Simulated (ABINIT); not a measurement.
# ErH (Fm-3m) in ABINIT: single point with PBE

Aim: the single point of ErH with PBE.

Everything below comes from runs of ABINIT 10.8.3 (patched build). Logs are shortened: lines on timing, memory, paths and dates and some standing lists are left out, and cuts for length are marked. The log counts tension as positive stress, the text compression.

## (1) The structure

Symmetry: Fm-3m, No. 225, cubic system. Conventional cell: a = 4.872 Å, b = 4.872 Å, c = 4.872 Å, α = 90.00°, β = 90.00°, γ = 90.00°. Er (site symmetry m-3m) is surrounded by 6 H at 2.44 Å. Around H (site symmetry m-3m) lie 6 Er at 2.44 Å.

The cell comes from a database or a generator and needn't be the stable form of this composition.

## (2) Single point, PBE, collinear spin, ferromagnetic start

run.abi reads:

```
pp_dirpath "./"
pseudos "Er.GGA_PBE-JTH.xml, H.GGA_PBE-JTH.xml"

acell 6.509751431 6.509751431 6.509751431
rprim
     0.0000000000     0.7071067812     0.7071067812
     0.7071067812     0.0000000000     0.7071067812
     0.7071067812     0.7071067812     0.0000000000
ntypat 2
znucl 68 1
natom 2
typat 1 2
xred
     0.0000000000     0.0000000000     0.0000000000
     0.5000000000     0.5000000000     0.5000000000

ecut 680.284656 eV
pawecutdg 47.0
pawxcdev 0

kptopt 1
ngkpt 9 9 9
nshiftk 1
shiftk 0.0 0.0 0.0

ixc 11

nband 20
occopt 3
tsmear 0.05 eV

nsppol 2
spinat
     0.0000000000     0.0000000000     7.0000000000
     0.0000000000     0.0000000000     0.0000000000

nstep 100
tolvrs 1.0e-9

iomode 3
prtwf 0
prteig 0
prtebands 0
prtden 1
prtvha 1
prtvclmb 1
prtpot 1
```

Potentials or basis: JTH PAW PBE v2.0.

Started as:

```
abinit run.abi > log 2>&1
```

run.abo:

```text
.Version 10.8.3 of ABINIT
 Symmetries : space group Fm -3 m (#225); Bravais cF (face-center cubic)
================================================================================
 Values of the parameters that define the memory need of the present run
     intxc =       0    ionmov =       0      iscf =      17    lmnmax =      32
     lnmax =       8     mgfft =      30  mpssoang =       4    mqgrid =    3001
     natom =       2  nloc_mem =       2    nspden =       2   nspinor =       1
    nsppol =       2      nsym =      48    n1xccc =       1    ntypat =       2
    occopt =       3   xclevel =       2
       mpw =        1185          nfft =       27000          nkpt =          35
 PAW method is used; the additional fine FFT grid is defined by:
   mgfftf=        45    nfftf =     91125
================================================================================
================================================================================

--------------------------------------------------------------------------------
------------- Echo of variables that govern the present computation ------------
--------------------------------------------------------------------------------
 -outvars: echo values of preprocessed input variables --------
            acell      6.5097514310E+00  6.5097514310E+00  6.5097514310E+00 Bohr
              amu      1.67260000E+02  1.00794000E+00
             ecut      2.50000000E+01 Hartree
              ixc          11
         kptrlatt        9    0    0      0    9    0      0    0    9
          kptrlen      5.85877629E+01
            natom           2
            nband          20
            ngfft          30      30      30
          ngfftdg          45      45      45
             nkpt          35
           nspden           2
           nsppol           2
            nstep         100
             nsym          48
           ntypat           2
           occopt           3
        pawecutdg      4.70000000E+01 Hartree
         pawxcdev           0
        prtebands           0
           prteig           0
           prtpot           1
         prtvclmb           1
           prtvha           1
            prtwf           0
            rprim      0.0000000000E+00  7.0710678120E-01  7.0710678120E-01
                       7.0710678120E-01  0.0000000000E+00  7.0710678120E-01
                       7.0710678120E-01  7.0710678120E-01  0.0000000000E+00
          spgroup         225
           spinat      0.0000000000E+00  0.0000000000E+00  7.0000000000E+00
                       0.0000000000E+00  0.0000000000E+00  0.0000000000E+00
           tolvrs      1.00000000E-09
           tsmear      1.83746611E-03 Hartree
            typat      1  2
           useylm           1
           xangst      0.0000000000E+00  0.0000000000E+00  0.0000000000E+00
                       2.4358499984E+00  2.4358499984E+00  2.4358499984E+00
            xcart      0.0000000000E+00  0.0000000000E+00  0.0000000000E+00
                       4.6030893808E+00  4.6030893808E+00  4.6030893808E+00
             xred      0.0000000000E+00  0.0000000000E+00  0.0000000000E+00
                       5.0000000000E-01  5.0000000000E-01  5.0000000000E-01
            znucl       68.00000    1.00000

================================================================================

 chkinp: Checking input parameters for consistency.

================================================================================
== DATASET  1 ==================================================================

--- !DatasetInfo
iteration_state: {dtset: 1, }
dimensions: {natom: 2, nkpt: 35, mband: 20, nsppol: 2, nspinor: 1, nspden: 2, mpw: 1185, }
cutoff_energies: {ecut:  25.0, pawecutdg:  47.0, }
electrons: {nelect:   2.30000000E+01, charge:   0.00000000E+00, occopt:   3.00000000E+00, tsmear:   1.83746611E-03, }
meta: {optdriver: 0, ionmov: 0, optcell: 0, iscf: 17, paral_kgb: 0, }
...

 Exchange-correlation functional for the present dataset will be:
  GGA: Perdew-Burke-Ernzerhof functional - ixc=11
  J.P.Perdew, K.Burke, M.Ernzerhof, PRL 77, 3865 (1996)

 Real(R)+Recip(G) space primitive vectors, cartesian coordinates (Bohr,Bohr^-1):
 R(1)=  0.0000000  4.6030894  4.6030894  G(1)= -0.1086227  0.1086227  0.1086227
 R(2)=  4.6030894  0.0000000  4.6030894  G(2)=  0.1086227 -0.1086227  0.1086227
 R(3)=  4.6030894  4.6030894  0.0000000  G(3)=  0.1086227  0.1086227 -0.1086227
 Unit cell volume ucvol=  1.9506449E+02 bohr^3
 Angles (23,13,12)=  6.00000000E+01  6.00000000E+01  6.00000000E+01 degrees

 Coarse grid specifications (used for wave-functions):

 getcut: wavevector=  0.0000  0.0000  0.0000  ngfft=  30  30  30
         ecut(hartree)=     25.000   => boxcut(ratio)=   2.04976

 Fine grid specifications (used for densities):

 getcut: wavevector=  0.0000  0.0000  0.0000  ngfft=  45  45  45
         ecut(hartree)=     47.000   => boxcut(ratio)=   2.19015

--- Pseudopotential description ------------------------------------------------
- pspini: atom type   1  psp file is ./Er.GGA_PBE-JTH.xml
[... 43 lines left out ...]
 ETOT 88  -195.31220199771     7.586E-11 7.593E-04 1.296E-07 5.525E-06 9.420E-02
 ETOT 89  -195.31220199767     4.027E-11 3.180E-03 2.466E-08 2.791E-05 9.422E-02
 ETOT 90  -195.31220199766     3.126E-12 6.896E-04 1.798E-08 2.883E-05 9.425E-02
 ETOT 91  -195.31220199765     9.891E-12 2.028E-03 2.224E-09 6.833E-06 9.426E-02
 ETOT 92  -195.31220199765     1.876E-12 7.712E-04 1.244E-10 1.805E-06 9.426E-02

 At SCF step   92       nres2   =  1.24E-10 < tolvrs=  1.00E-09 =>converged.

 Cartesian components of stress tensor (hartree/bohr^3)
  sigma(1 1)= -8.22925887E-05  sigma(3 2)=  0.00000000E+00
  sigma(2 2)= -8.22925887E-05  sigma(3 1)=  0.00000000E+00
  sigma(3 3)= -8.22925887E-05  sigma(2 1)=  0.00000000E+00

--- !ResultsGS
iteration_state: {dtset: 1, }
comment   : Summary of ground state results
lattice_vectors:
- [  0.0000000,   4.6030894,   4.6030894, ]
- [  4.6030894,   0.0000000,   4.6030894, ]
- [  4.6030894,   4.6030894,   0.0000000, ]
lattice_lengths: [   6.50975,    6.50975,    6.50975, ]
lattice_angles: [ 60.000,  60.000,  60.000, ] # degrees, (23, 13, 12)
lattice_volume:   1.9506449E+02
convergence: {deltae:  1.876E-12, res2:  1.244E-10, residm:  7.712E-04, diffor: null, }
etotal    :  -1.95312202E+02
entropy   :   0.00000000E+00
fermie    :   1.38533794E-01
cartesian_stress_tensor: # hartree/bohr^3
- [ -8.22925887E-05,   0.00000000E+00,   0.00000000E+00, ]
- [  0.00000000E+00,  -8.22925887E-05,   0.00000000E+00, ]
- [  0.00000000E+00,   0.00000000E+00,  -8.22925887E-05, ]
pressure_GPa:   2.4211E+00
xred      :
- [  0.0000E+00,   0.0000E+00,   0.0000E+00, Er]
- [  5.0000E-01,   5.0000E-01,   5.0000E-01,  H]
cartesian_forces: # hartree/bohr
- [ -0.00000000E+00,  -0.00000000E+00,  -0.00000000E+00, ]
- [ -0.00000000E+00,  -0.00000000E+00,  -0.00000000E+00, ]
force_length_stats: {min:   0.00000000E+00, max:   0.00000000E+00, mean:   0.00000000E+00, }
...

 Integrated electronic and magnetization densities in atomic spheres:
 ------------------------------------------------------------------------------------------------------------
 Radius=ratsph(iatom), smearing ratsm=  0.0000. Diff(up-dn)=approximate z local magnetic moment.
    Atom    Radius    up_density   dn_density  Total(up+dn)  Diff(up-dn)
    1 Er   2.51982     9.900623     9.994881     19.895504    -0.094259
    2  H   0.99495     0.215383     0.212617      0.428000     0.002766
 ------------------------------------------------------------------------------------------------------------
  Sum:                10.116006    10.207498     20.323504    -0.091492
 Total magnetization (from the atomic spheres):               -0.091492
 Total magnetization (exact up - dn):                         -0.232476

================================================================================

 ----iterations are completed or convergence reached----

 Mean square residual over all n,k,spin=   80.569E-08; max=  77.122E-05
 reduced coordinates (array xred) for    2 atoms
       0.000000000000      0.000000000000      0.000000000000
       0.500000000000      0.500000000000      0.500000000000
 rms dE/dt=  0.0000E+00; max dE/dt=  0.0000E+00; dE/dt below (all hartree)
    1       0.000000000000      0.000000000000      0.000000000000
    2       0.000000000000      0.000000000000      0.000000000000

 cartesian coordinates (angstrom) at end:
    1      0.00000000000000     0.00000000000000     0.00000000000000
    2      2.43584999840931     2.43584999840931     2.43584999840931

 cartesian forces (hartree/bohr) at end:
    1     -0.00000000000000    -0.00000000000000    -0.00000000000000
    2     -0.00000000000000    -0.00000000000000    -0.00000000000000
 frms,max,avg= 0.0000000E+00 0.0000000E+00   0.000E+00  0.000E+00  0.000E+00 h/b

 cartesian forces (eV/Angstrom) at end:
    1     -0.00000000000000    -0.00000000000000    -0.00000000000000
    2     -0.00000000000000    -0.00000000000000    -0.00000000000000
 frms,max,avg= 0.0000000E+00 0.0000000E+00   0.000E+00  0.000E+00  0.000E+00 e/A
 length scales=  6.509751431000  6.509751431000  6.509751431000 bohr
              =  3.444812103591  3.444812103591  3.444812103591 angstroms
 Fermi (or HOMO) energy (hartree) =   0.13853   Average Vxc (hartree)=  -0.38113
 Magnetization (Bohr magneton)=  2.32473573E-01
 Total spin up =  1.13837632E+01   Total spin down =  1.16162368E+01
 Eigenvalues (hartree) for nkpt=  35  k points, SPIN UP:
 kpt#   1, nband= 20, wtk=  0.00137, kpt=  0.0000  0.0000  0.0000 (reduced coord)
  -1.64095   -0.68283   -0.68283   -0.68283   -0.14728    0.09495    0.11682    0.11682
   0.11682    0.14242    0.14242    0.14242    0.24250    0.24250    0.24250    0.33779
   0.33779    0.37077    0.54582    0.60393
      occupation numbers for kpt#   1
   1.00000    1.00000    1.00000    1.00000    1.00000    1.00000    0.99999    0.99999
   0.99999    0.10749    0.10749    0.10749    0.00000    0.00000    0.00000    0.00000
   0.00000    0.00000    0.00000    0.00000
 prteigrs : prtvol=0 or 1, do not print more k-points.

 Eigenvalues (hartree) for nkpt=  35  k points, SPIN DOWN:
 kpt#   1, nband= 20, wtk=  0.00137, kpt=  0.0000  0.0000  0.0000 (reduced coord)
  -1.64259   -0.68494   -0.68494   -0.68494   -0.15235    0.11465    0.11465    0.11465
   0.12953    0.12990    0.12990    0.12990    0.23554    0.23554    0.23554    0.33445
   0.33445    0.36437    0.53161    0.60229
      occupation numbers for kpt#   1
   1.00000    1.00000    1.00000    1.00000    1.00000    1.00000    1.00000    1.00000
   0.99262    0.99097    0.99097    0.99097    0.00000    0.00000    0.00000    0.00000
   0.00000    0.00000    0.00000    0.00000
 prteigrs : prtvol=0 or 1, do not print more k-points.

--- !EnergyTerms
iteration_state     : {dtset: 1, }
comment             : Components of total free energy in Hartree
kinetic             :  1.17037372221456E+01
hartree             :  4.66423296397323E+01
xc                  : -5.40086109746901E+00
Ewald energy        : -1.23374008462678E+02
psp_core            :  1.05438060131799E+01
local_psp           : -1.01068713613568E+02
PAW spherical_terms : -3.43535309319290E+01
internal            : -1.95307241230587E+02
'-kT*entropy'       : -4.95849871777686E-03
total_energy        : -1.95312199729305E+02
total_energy_eV     : -5.31471570538629E+03
...

--- !EnergyTermsDC
iteration_state     : {dtset: 1, }
comment             : '"Double-counting" decomposition of free energy'
band_energy         : -6.01387453595754E+00
Ewald energy        : -1.23374008462678E+02
psp_core            :  1.05438060131799E+01
xc_dc               : -4.50103568284084E+01
PAW spherical_terms : -3.14528096850704E+01
internal            : -1.95307243498935E+02
'-kT*entropy'       : -4.95849871777686E-03
total_energy_dc     : -1.95312201997653E+02
total_energy_dc_eV  : -5.31471576711119E+03
...

--- !EnergyTermsWithPAWCore
iteration_state     : {dtset: 1, }
comment             : 'Components of total free energy, including PAW core contributions'
Total energy        : -1.30870575989742E+04
Total energy DC     : -1.30870576012425E+04
Total energy (eV)   : -3.56116979149087E+05
Total energy DC (eV): -3.56116979210812E+05
...

 Cartesian components of stress tensor (hartree/bohr^3)
  sigma(1 1)= -8.22925887E-05  sigma(3 2)=  0.00000000E+00
  sigma(2 2)= -8.22925887E-05  sigma(3 1)=  0.00000000E+00
  sigma(3 3)= -8.22925887E-05  sigma(2 1)=  0.00000000E+00

-Cartesian components of stress tensor (GPa)         [Pressure=  2.4211E+00 GPa]
- sigma(1 1)= -2.42113155E+00  sigma(3 2)=  0.00000000E+00
- sigma(2 2)= -2.42113155E+00  sigma(3 1)=  0.00000000E+00
- sigma(3 3)= -2.42113155E+00  sigma(2 1)=  0.00000000E+00

== END DATASET(S) ==============================================================
================================================================================

 -outvars: echo values of variables after computation  --------
            acell      6.5097514310E+00  6.5097514310E+00  6.5097514310E+00 Bohr
           etotal     -1.9531220200E+02
            fcart     -0.0000000000E+00 -0.0000000000E+00 -0.0000000000E+00
                      -0.0000000000E+00 -0.0000000000E+00 -0.0000000000E+00
            rprim      0.0000000000E+00  7.0710678120E-01  7.0710678120E-01
                       7.0710678120E-01  0.0000000000E+00  7.0710678120E-01
                       7.0710678120E-01  7.0710678120E-01  0.0000000000E+00
           strten     -8.2292588668E-05 -8.2292588668E-05 -8.2292588668E-05
                       0.0000000000E+00  0.0000000000E+00  0.0000000000E+00
           xangst      0.0000000000E+00  0.0000000000E+00  0.0000000000E+00
                       2.4358499984E+00  2.4358499984E+00  2.4358499984E+00
             xred      0.0000000000E+00  0.0000000000E+00  0.0000000000E+00
                       5.0000000000E-01  5.0000000000E-01  5.0000000000E-01
 Calculation completed.
```

Wall time 4.9 min (1 thread of Arm Neoverse V2, shared host); peak memory 0.2 GiB.

Results:

```
Free energy                                           : -5314.7158 eV
Pressure                                              : 2.4 GPa
Band gap on the k mesh                                : none (metal or under the smearing width)
Net moment                                            : -0.23 μB per cell
Site moments                                          : Er -0.09; H +0.00 μB
Valence electrons inside the program's atomic spheres : Er 19.90; H 0.43
```

Levels at points of the mesh, in eV from the Fermi level:
Spin up:
```
           k point  band 8  band 9  band 10  band 11  band 12  band 13  band 14  band 15  band 16  band 17
(0.00, 0.00, 0.00)   -0.59   -0.59     0.11     0.11     0.11     2.83     2.83     2.83     5.42     5.42
```
Spin down:
```csv
k point,band 10,band 11,band 12,band 13,band 14,band 15
"(0.00, 0.00, 0.00)",-0.23,-0.23,-0.23,2.64,2.64,2.64
```

Caveat: the magnetic or orbital state may not be the lowest; spin-orbit coupling is left out, which moves the levels of the heavy elements; the moment fell far below its start of 7 μB, so a state of higher moment may lie lower in energy; without U or exact exchange the open f shell lies at the Fermi level, which spoils levels, moments and volumes. The state reached can hang on the start; a lower one may exist.

## (3) For comparison

An earlier run on the cell as given: functional PBE; potentials or basis JTH PAW PBE v2.0; cutoff 680 eV; k mesh 9 × 9 × 9; occupations fermi-dirac, width 0.05 eV; collinear spin, ferromagnetic start; starting moments [3.0, 0.0] μB.

* Pressure: 2.4 GPa
* Band gap on the k mesh: none (metal or under the smearing width)
* Net moment: 0.15 μB per cell
* Site moments: Er +0.06; H -0.00 μB
* Valence electrons inside the program's atomic spheres: Er 19.90; H 0.43
